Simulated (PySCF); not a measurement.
# CH5ClGe (Chloromethylgermane): the cost of one run

Programs: PySCF 2.14.0, with routines of our own; each step states its level. All values are computed. Atoms count from 0.

### 1 The starting structure

8 atoms, charge 0, multiplicity 1; geometry from: GFN2-xTB.

### 2 Optimising the geometry at PBE0-D3(BJ)/def2-SVP

What the job is given:

```
{"job": {"xc": "PBE0", "basis": "def2-SVP", "d3": "d3bj", "grid": 1, "maxiter": 30, "shake": 0.01, "kind": "geom"}, "charge": 0, "multiplicity": 1}
Cl    -1.631280     1.210130     0.753220
C     -0.991130    -0.186120    -0.100890
Ge     0.955300     0.003640    -0.021290
H     -1.327220    -1.065810     0.404310
H     -1.381990    -0.172720    -1.123020
H      1.642290    -1.136300    -0.702990
H      1.378820     1.279170    -0.672150
H      1.410340     0.048870     1.410340
```

Launch:

```bash
$ OMP_NUM_THREADS=1 python heavy_run.py task.json out
```

The driver reads the jobs from task.json and runs them one after another.

Q: Estimate the wall time and peak memory of this first job on 1 thread of Arm Neoverse N1, shared host.

About 17 s, with a peak of 0.36 GiB.
